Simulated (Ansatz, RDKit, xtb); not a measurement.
# Isomers of C3H2ClFN2, a sample narrowed down, part 2 of 2

A sample of isomers of C3H2ClFN2 is drawn. Aim: find which of them has the lowest free energy at 298.15 K, then its properties. The sample is small against all isomers, and the most stable one of this formula need not be in it.

xtb, Ansatz and PySCF; isolated molecules. Earlier steps stand in the parts before.

**7. Vibrations and thermal terms**

The lowest few go on as finalists. In this search the thermal terms come from GFN2-xTB at its own nearest minimum. The first, c731a:

Contents of start.xyz:

```xyz
9
c731a
C     -2.230135     0.514373     0.170408
C     -1.339664    -0.351772     0.841582
C     -0.136298    -0.075400     0.209206
Cl     1.429201    -0.716986     0.451924
F     -3.523623     0.630655     0.410437
N     -0.376649     0.871891    -0.731194
N     -1.668791     1.249496    -0.769654
H     -1.533391    -1.056159     1.645346
H      0.296734     1.288810    -1.364252
```

Command:

```
$ xtb start.xyz --gfn 2 --ohess tight
```

Output, cut to the lines that bear on the results:

```text
* xtb version 6.7.1
[...]
          :  # basis functions                  36          :
[...]
          :  # electrons                        38          :
[...]
          :  Hamiltonian                  GFN2-xTB          :
[...]
          :  net charge                          0          :
          :  unpaired electrons                  0          :
[...]
   *** convergence criteria satisfied after 14 iterations ***
[...]
   *** GEOMETRY OPTIMIZATION CONVERGED AFTER 6 ITERATIONS ***
[...]
   *** convergence criteria satisfied after 3 iterations ***
[...]
         ::                     SUMMARY                     ::
         :::::::::::::::::::::::::::::::::::::::::::::::::::::
         :: total energy             -22.554278151191 Eh    ::
         :: gradient norm              0.000226369457 Eh/a0 ::
         :: HOMO-LUMO gap              4.698564264791 eV    ::
         ::.................................................::
         :: SCC energy               -22.746985417009 Eh    ::
         :: -> isotropic ES            0.022237964359 Eh    ::
         :: -> anisotropic ES         -0.000439972957 Eh    ::
         :: -> anisotropic XC          0.006723970389 Eh    ::
         :: -> dispersion             -0.006773299298 Eh    ::
         :: repulsion energy           0.192707265818 Eh    ::
         :: add. restraining           0.000000000000 Eh    ::
         :: total charge               0.000000000000 e     ::
         :::::::::::::::::::::::::::::::::::::::::::::::::::::
[...]
        19        2.0000           -0.4220353             -11.4842 (HOMO)
        20                         -0.2493662              -6.7856 (LUMO)
[...]
molecular dipole:
                 x           y           z       tot (Debye)
 q only:        0.702       0.065      -0.266
   full:        1.205      -0.257      -0.065       3.136
molecular quadrupole (traceless):
[...]
          | TOTAL ENERGY              -22.554278151194 Eh   |
          | TOTAL ENTHALPY            -22.495696954512 Eh   |
          | TOTAL FREE ENERGY         -22.532545096377 Eh   |
          | GRADIENT NORM               0.000226445336 Eh/α |
[...]
```

It took 0.14 s on 2 threads of Arm Neoverse V2, shared host.

**8. Zero-point energy and free-energy terms**

As xtb prints them, at 298.15 K, with its own treatment of low modes:

| label | SMILES | spin | lowest mode (cm⁻¹) | zero-point (kcal/mol) | G − E (kcal/mol) |
| --- | --- | --- | --- | --- | --- |
| c731a | Fc1cc(Cl)[nH]n1 | singlet | 173 | 32.6 | 13.6 |
| c137a | Fc1cc(Cl)n[nH]1 | singlet | 176 | 32.5 | 13.6 |
| c726a | Fc1n[nH]cc1Cl | singlet | 184 | 32.6 | 13.6 |
| c838a | Fc1[nH]ncc1Cl | singlet | 184 | 32.6 | 13.6 |
| c001a | Fc1c[nH]nc1Cl | singlet | 186 | 32.5 | 13.6 |
| c149a | Fc1cn[nH]c1Cl | singlet | 185 | 32.6 | 13.6 |

**9. The final energy**

Single points at CCSD(T)/def2-SVP + MP2/def2-TZVPP - MP2/def2-SVP on the refined geometries decide the order.

c731a, CCSD(T)/def2-SVP:

Contents of input.yaml:

```yaml
crystal:
  periodic: [false, false, false]
  atoms:
    - symbol: C
      position_ang: [-2.230135, 0.514373, 0.170408]
    - symbol: C
      position_ang: [-1.339664, -0.351772, 0.841582]
    - symbol: C
      position_ang: [-0.136298, -0.075400, 0.209206]
    - symbol: Cl
      position_ang: [1.429201, -0.716986, 0.451924]
    - symbol: F
      position_ang: [-3.523623, 0.630655, 0.410437]
    - symbol: N
      position_ang: [-0.376649, 0.871891, -0.731194]
    - symbol: N
      position_ang: [-1.668791, 1.249496, -0.769654]
    - symbol: H
      position_ang: [-1.533391, -1.056159, 1.645346]
    - symbol: H
      position_ang: [0.296734, 1.288810, -1.364252]
basis:
  gaussian:
    orbitals: def2-SVP
total_charge: 0
magnetization:
  spin_polarized: false
  initial_magnetization: 0
correlation:
  method: ccsd_t
  frozen_orbitals: {F: 1, "N": 1, Cl: 5, C: 1, H: 0}
```

Command:

```
$ ansatz run input.yaml --threads 2 --pin off --max-ram 5220MiB --events-out events.jsonl --progress --plain --runs-dir runs
```

Output, cut to the lines that bear on the results:

```text
Warning: RAYON_NUM_THREADS=2 ignored (pool sized by the plan → 2); use --threads N
Functional definition: HF
  name "HF"
[...]
1120 factors; integrals over basis functions are off by at most 1.2e-3 eV
[...]
mean field -21283.60828584 eV, -782.1581779569 hartree, gradient 1.3e-6 eV, S^2 0.000000; 0 other end points of the search recorded, 0 dependent functions left out
11 core orbitals not correlated: weight in the atoms' cores, before any rotation towards them, 1.000 or more for the frozen orbitals, at most 0.000 for the correlated occupied ones
reference -21283.60828584 eV, -782.1581779569 hartree; 19, 19 occupied and 82, 82 virtual orbitals, 1120 factors
second order -28.01722170 eV of doubles, -0.00000000 eV of singles
cycle   1  -27.82661228 eV  change    1.9e-1 eV  update   1.3e-1
[...]
cycle  10  -28.69397156 eV  change   -1.7e-5 eV  update   1.5e-5
perturbative correction -1.04825192 eV, -0.0385225474 hartree
Total energy: -21313.35050932 eV, -783.2511845097 hartree
```

Run time: 14 s. Hardware: 2 threads of Arm Neoverse V2, shared host; peak memory 0.6 GiB.

**10. c731a at MP2/def2-TZVPP**

Edit input.yaml of step 9 so:

```diff
@@ -22,10 +22,3 @@
 basis:
-  gaussian:
-    orbitals: def2-SVP
-total_charge: 0
-magnetization:
-  spin_polarized: false
-  initial_magnetization: 0
-correlation:
-  method: ccsd_t
-  frozen_orbitals: {F: 1, "N": 1, Cl: 5, C: 1, H: 0}
+  gaussian: {orbitals: def2-TZVPP}
+correlation: {method: mp2, frozen_orbitals: {F: 1, "N": 1, Cl: 5, C: 1, H: 0}}
```

Command:

```
$ ansatz run input.yaml --threads 2 --pin off --max-ram 5220MiB --events-out events.jsonl --progress --plain --runs-dir runs
```

Output:

```text
Warning: RAYON_NUM_THREADS=2 ignored (pool sized by the plan → 2); use --threads N
[... 2 set-up lines as earlier in the session ...]
  exchange = exact_x
  correlation = 0
1615 factors; integrals over basis functions are off by at most 9.1e-4 eV
mean field evaluation 1: about -21294.3541 eV, gradient 3.7e1 eV
mean field evaluation 2: about -21294.7973 eV, gradient 3.7e1 eV
mean field evaluation 4: about -21298.2158 eV, gradient 5.3e0 eV
mean field evaluation 8: about -21298.3078 eV, gradient 4.8e-1 eV
mean field evaluation 16: about -21298.3097 eV, gradient 4.3e-6 eV
mean field -21298.30974076 eV, -782.6984464600 hartree, gradient 4.3e-6 eV, S^2 0.000000; 0 other end points of the search recorded, 0 dependent functions left out
11 core orbitals not correlated: weight in the atoms' cores, before any rotation towards them, 1.000 or more for the frozen orbitals, at most 0.000 for the correlated occupied ones
reference -21298.30974076 eV, -782.6984464600 hartree; 19, 19 occupied and 226, 226 virtual orbitals, 1615 factors
second order -35.46207842 eV of doubles, -0.00000000 eV of singles
Total energy: -21333.77181918 eV, -784.0016538048 hartree
```

It took 6.3 s on 2 threads of Arm Neoverse V2, shared host; peak memory 0.69 GiB.

**11. c137a at CCSD(T)/def2-SVP**

Contents of input.yaml:

```yaml
crystal:
  periodic: [false, false, false]
  atoms:
    - {symbol: C, position_ang: [-1.997353, 0.534407, 0.216478]}
    - {symbol: C, position_ang: [-1.094161, -0.126748, 1.022452]}
    - {symbol: C, position_ang: [0.059297, -0.165123, 0.197139]}
    - {symbol: Cl, position_ang: [1.568290, -0.867969, 0.619230]}
    - {symbol: F, position_ang: [-3.253612, 0.878028, 0.420778]}
    - {symbol: N, position_ang: [-0.108695, 0.406789, -0.985818]}
    - {symbol: N, position_ang: [-1.389849, 0.833704, -0.953405]}
    - {symbol: H, position_ang: [-1.235885, -0.514406, 2.026880]}
    - {symbol: H, position_ang: [-1.788680, 1.317458, -1.750695]}
basis:
  gaussian:
    orbitals: def2-SVP
total_charge: 0
correlation:
  method: ccsd_t
  frozen_orbitals: {F: 1, "N": 1, Cl: 5, C: 1, H: 0}
```

Command:

```
$ ansatz run input.yaml --threads 2 --pin off --max-ram 5220MiB --events-out events.jsonl --progress --plain --runs-dir runs
```

Output, cut to the lines that bear on the results:

```text
Warning: RAYON_NUM_THREADS=2 ignored (pool sized by the plan → 2); use --threads N
[... 2 set-up lines as earlier in the session ...]
[...]
1119 factors; integrals over basis functions are off by at most 1.2e-3 eV
[...]
mean field -21283.52300406 eV, -782.1550439093 hartree, gradient 8.9e-6 eV, S^2 0.000000; 0 other end points of the search recorded, 0 dependent functions left out
11 core orbitals not correlated: weight in the atoms' cores, before any rotation towards them, 1.000 or more for the frozen orbitals, at most 0.000 for the correlated occupied ones
reference -21283.52300406 eV, -782.1550439093 hartree; 19, 19 occupied and 82, 82 virtual orbitals, 1119 factors
second order -28.00217449 eV of doubles, -0.00000000 eV of singles
cycle   1  -27.82237106 eV  change    1.8e-1 eV  update   1.3e-1
[...]
cycle  10  -28.68752587 eV  change   -6.9e-6 eV  update   1.2e-5
perturbative correction -1.04666714 eV, -0.0384643079 hartree
Total energy: -21313.25719707 eV, -783.2477553479 hartree
```

Run time: 14 s. Hardware: 2 threads of Arm Neoverse V2, shared host; peak memory 0.6 GiB.

For c001a, c149a the log finds that unrestricted Hartree-Fock orbitals lie lower, a sign to watch the closed-shell reference there.

**12. The ranking**

Energies in kcal/mol from c731a; G adds the thermal terms to the CCSD(T)/def2-SVP + MP2/def2-TZVPP - MP2/def2-SVP energy. The columns left of the relaxed level are at the tight-binding geometries.

| label | SMILES | spin | GFN2-xTB | HF/STO-3G | r2SCAN-D4/def2-SVP | r2SCAN-D4/def2-SVP, relaxed | HF/def2-SVP | MP2/def2-SVP | CCSD(T)/def2-SVP + MP2/def2-TZVPP - MP2/def2-SVP | G | share at equilibrium | T1 |
| --- | --- | --- | --- | --- | --- | --- | --- | --- | --- | --- | --- | --- |
| c731a | Fc1cc(Cl)[nH]n1 | singlet | 0.0 | 0.0 | 0.0 | 0.0 | 0.0 | 0.0 | 0.0 | 0.0 | 94.8 % | 0.012 |
| c726a | Fc1n[nH]cc1Cl | singlet | 2.1 | 0.0 | 2.2 | 2.2 | 1.8 | 2.0 | 2.0 | 2.0 | 3.2 % | 0.012 |
| c137a | Fc1cc(Cl)n[nH]1 | singlet | 0.8 | -0.7 | 2.4 | 2.2 | 2.0 | 2.3 | 2.4 | 2.3 | 1.9 % | 0.012 |
| c001a | Fc1c[nH]nc1Cl | singlet | 3.8 | 3.0 | 6.1 | 6.0 | 7.2 | 5.7 | 5.7 | 5.6 | < 0.1 % | 0.012 |
| c838a | Fc1[nH]ncc1Cl | singlet | 3.4 | 0.5 | 6.0 | 5.9 | 5.5 | 5.6 | 5.7 | 5.6 | < 0.1 % | 0.012 |
| c149a | Fc1cn[nH]c1Cl | singlet | 3.9 | 3.9 | 7.4 | 7.4 | 8.9 | 6.9 | 6.8 | 6.7 | < 0.1 % | 0.012 |

Lowest found: c731a, `Fc1cc(Cl)[nH]n1`, a singlet. Bond lengths: C1–C2 1.412 Å, C2–C3 1.387 Å, C3–Cl4 1.709 Å, C1–F5 1.321 Å, C3–N6 1.356 Å, C1–N7 1.319 Å, N6–N7 1.347 Å, C2–H8 1.086 Å, N6–H9 1.014 Å. Some angles: C1–C2–C3 102.0°, C2–C1–F5 125.8°, C2–C1–N7 114.4°, F5–C1–N7 119.8°, C2–C3–Cl4 130.9°, C2–C3–N6 107.5°, Cl4–C3–N6 121.5°, C3–N6–N7 112.7°, C1–N7–N6 103.4°, C1–C2–H8 129.6°.

```xyz
9

C    -2.2301    0.5144    0.1704
C    -1.3397   -0.3518    0.8416
C    -0.1363   -0.0754    0.2092
Cl    1.4292   -0.7170    0.4519
F    -3.5236    0.6307    0.4104
N    -0.3766    0.8719   -0.7312
N    -1.6688    1.2495   -0.7697
H    -1.5334   -1.0562    1.6453
H     0.2967    1.2888   -1.3643
```

**13. Summary of results**

What follows sums up all 2 parts.

| quantity | value |
| --- | --- |
| lowest structure found | Fc1cc(Cl)[nH]n1, singlet |
| next finalist | Fc1n[nH]cc1Cl, singlet, 2.0 kcal/mol higher in G |
| share at equilibrium, among the finalists | 94.8 % |
| funnel | 6 starts, 6 minima at GFN2-xTB from these starts (9 with those found later), 9 screening runs, 6 relaxed, 6 ranked |
| CPU time of all runs | 7.5 min |

The lowest structure found is `Fc1cc(Cl)[nH]n1`. The margin, 2.0 kcal/mol, is modest. GFN2-xTB, r2SCAN-D4/def2-SVP, r2SCAN-D4/def2-SVP, relaxed, HF/def2-SVP and MP2/def2-SVP already put its bonding pattern lowest among the structures in one piece; HF/STO-3G favours the singlet Fc1cc(Cl)n[nH]1. The largest share of the time went into the final energies (54 % of the CPU time that the search's summary counts). Lowest found is not proven lowest: the search is finite, and each finalist counts with one conformer. Only 6 drawn patterns were tried, so whole families of isomers are missing, and the result ranks this sample alone.
